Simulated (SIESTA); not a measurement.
Set up this calculation in SIESTA 5.4.2, as the native input.

- Task: band structure
- Functional: PBEsol
- Potentials or basis: PseudoDojo 0.4 standard (PBEsol files)
- Basis: TZP (energy shift 0.003 Ry; two zetas on semicore shells)
- Grid cutoff: 800 Ry
- Energy shift: 0.003 Ry
- k mesh: 10 × 10 × 10
- Occupations: fermi-dirac, width 0.05 eV
- Spin: no spin polarisation

Crystal: TaWC2.

```
W Ta C
1.0
     1.57186    0.90751    5.10162
    -1.57186    0.90751    5.10162
     0.00000   -1.81502    5.10162
W Ta C
1 1 2
Cartesian
  0.0000 0.0000 0.0000
  0.0000 0.0000 7.6524
  0.0000 0.0000 3.8405
  0.0000 0.0000 11.4644
```

The cell comes from a database or a generator and needn't be the stable form of this composition.

The input as run:

TaWC2.fdf

```
SystemName                      TaWC2
SystemLabel                     TaWC2
NumberOfSpecies                 3
NumberOfAtoms                   4
%block ChemicalSpeciesLabel
  1  74 W
  2  73 Ta
  3   6 C
%endblock ChemicalSpeciesLabel

LatticeConstant                 1.0 Ang
%block LatticeVectors
     1.5718551461     0.9075109917     5.1016196719
    -1.5718551461     0.9075109917     5.1016196719
     0.0000000000    -1.8150219835     5.1016196719
%endblock LatticeVectors
AtomicCoordinatesFormat         Fractional
%block AtomicCoordinatesAndAtomicSpecies
     0.0000000000     0.0000000000     0.0000000000  1  W
     0.5000000000     0.5000000000     0.5000000000  2  Ta
     0.2509330000     0.2509330000     0.2509330000  3  C
     0.7490670000     0.7490670000     0.7490670000  3  C
%endblock AtomicCoordinatesAndAtomicSpecies

%block kgrid.MonkhorstPack
   10   0   0  0.0
    0  10   0  0.0
    0   0  10  0.0
%endblock kgrid.MonkhorstPack
XC.Functional                   GGA
XC.Authors                      PBEsol
PAO.BasisSize                   TZP
PAO.EnergyShift                 0.003 Ry
Mesh.Cutoff                     800 Ry
OccupationFunction              FD
ElectronicTemperature           0.05 eV
MaxSCFIterations                120
SCF.MustConverge                false
SCF.Mixer.Method                Pulay
SCF.Mixer.Weight                0.25
SCF.Mixer.History               8
SCF.DM.Tolerance                5.0e-05
SCF.H.Tolerance                 1.0e-03 eV
WriteForces                     true
Charge.Mulliken                 end
BandLinesScale                  ReciprocalLatticeVectors
%block BandLines
    1    0.000000   0.000000   0.000000  \Gamma
   13    0.500000   0.000000   0.000000  L
    8    0.500000   0.187762  -0.187762  B1
    1    0.812238   0.500000   0.187762  B
   13    0.500000   0.500000   0.500000  Z
    7    0.000000   0.000000   0.000000  \Gamma
   15    0.343881   0.000000  -0.343881  X
    1    0.656119   0.343881   0.000000  Q
    7    0.500000   0.500000   0.000000  F
    2    0.656119   0.656119   0.187762  P1
   12    0.500000   0.500000   0.500000  Z
    1    0.500000   0.000000   0.000000  L
    4    0.812238   0.343881   0.343881  P
%endblock BandLines
%block PAO.Basis
  W 5
  n=5 0 2
    3.045 0.000
  n=6 0 3
    7.595 0.000 0.000
  n=5 1 2
    3.655 0.000
  n=6 1 1
    7.595
  n=5 2 3
    6.615 0.000 0.000
  Ta 5
  n=5 0 2
    3.138 0.000
  n=6 0 3
    7.687 0.000 0.000
  n=5 1 2
    3.782 0.000
  n=6 1 1
    7.687
  n=5 2 3
    7.138 0.000 0.000
%endblock PAO.Basis
```

Potentials or basis: PseudoDojo 0.4 standard (PBEsol files), TZP (energy shift 0.003 Ry; two zetas on semicore shells).

Run with:

```console
$ siesta < TaWC2.fdf > TaWC2.out 2>&1
```

Results of the run:

```json
{
 "Pressure": "-6.2 GPa",
 "Largest force": "0.027 eV/Å",
 "Band gap on the k mesh": "none (metal or under the smearing width)"
}
```

Caveat: short orbitals over semicore shells can move pressures by several GPa; spin-orbit coupling is left out, which moves the levels of the heavy elements; the basis of atomic orbitals isn't converged, which shifts pressures, moduli and gaps.

It took 12 min on 1 thread of Arm Neoverse V1, with other jobs on the host, peak memory 1.2 GiB.
